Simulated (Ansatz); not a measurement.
# CH₆BGa: how energies converge with the basis set

How large a basis does CH₆BGa need? Two functionals are run in growing sets.

Computed with Ansatz 0.2.0, Gaussian basis. Level: one geometry, several basis sets.

Plan: PBE0-D4/def2-SVP; ωB97M-V/def2-SVP; PBE0-D4/def2-QZVPP; ωB97M-V/def2-QZVPP; the functionals' def2-TZVPP values are taken from earlier runs.

## Step 1: Structure used throughout

All runs share one geometry, relaxed beforehand with PBE0-D4/def2-TZVP.

SMILES `C[BH][GaH2]`, 9 atoms, charge 0, spin multiplicity 1.

Atoms are counted from 1 here; the program's logs count them from 0.

Bond lengths: C1–B2 1.556 Å, C1–H4 1.094 Å, C1–H5 1.104 Å, C1–H6 1.091 Å, B2–Ga3 2.078 Å, B2–H7 1.205 Å, Ga3–H8 1.579 Å, Ga3–H9 1.579 Å. Angles: B2–C1–H4 113.6°, B2–C1–H5 103.4°, B2–C1–H6 117.2°, H4–C1–H5 104.9°, H4–C1–H6 109.8°, H5–C1–H6 106.7°, C1–B2–Ga3 126.0°, C1–B2–H7 116.3°, Ga3–B2–H7 117.6°, B2–Ga3–H8 122.9°, B2–Ga3–H9 122.6°, H8–Ga3–H9 114.5°.

## Step 2: PBE0-D4 in def2-SVP

Contents of in.yaml:

```yaml
crystal:
  periodic: [false, false, false]
  atoms:
    - {symbol: C, position_ang: [-0.655962, 1.050474, -0.726069]}
    - {symbol: B, position_ang: [-0.436046, -0.403635, -0.216425]}
    - {symbol: Ga, position_ang: [1.038694, -1.022191, 1.111101]}
    - {symbol: H, position_ang: [-1.704776, 1.292797, -0.920296]}
    - {symbol: H, position_ang: [-0.175744, 1.049276, -1.720507]}
    - {symbol: H, position_ang: [-0.191167, 1.855171, -0.155028]}
    - {symbol: H, position_ang: [-1.154214, -1.249052, -0.686624]}
    - {symbol: H, position_ang: [2.492175, -1.430881, 0.648484]}
    - {symbol: H, position_ang: [0.787030, -1.141950, 2.665354]}
basis:
  gaussian: {orbitals: def2-SVP}
hamiltonian: {xc: pbe0, dispersion: d4}
output: {orbitals: {seedname: orbitals}}
```

Launch:

```
> ansatz run in.yaml --threads 2 --pin off --events-out ev --progress --plain --max-ram 22528MiB --backend cpu
```

After this run come: ωB97M-V in def2-SVP; PBE0-D4 in def2-QZVPP; ωB97M-V in def2-QZVPP.

**Question.** What will the summary of the whole plan be? Wanted: PBE0-D4: double and triple zeta above quadruple; ωB97M-V: double and triple zeta above quadruple.

**Answer**, as computed:

| quantity | value |
| --- | --- |
| PBE0-D4: double and triple zeta above quadruple | 9.97, 1.30 eV |
| ωB97M-V: double and triple zeta above quadruple | 10.08, 1.27 eV |

PBE0-D4 gains 8.67 eV from double to triple zeta, then 1.30 eV more. Total energies overstate the basis error of differences, where much of it tends to cancel.
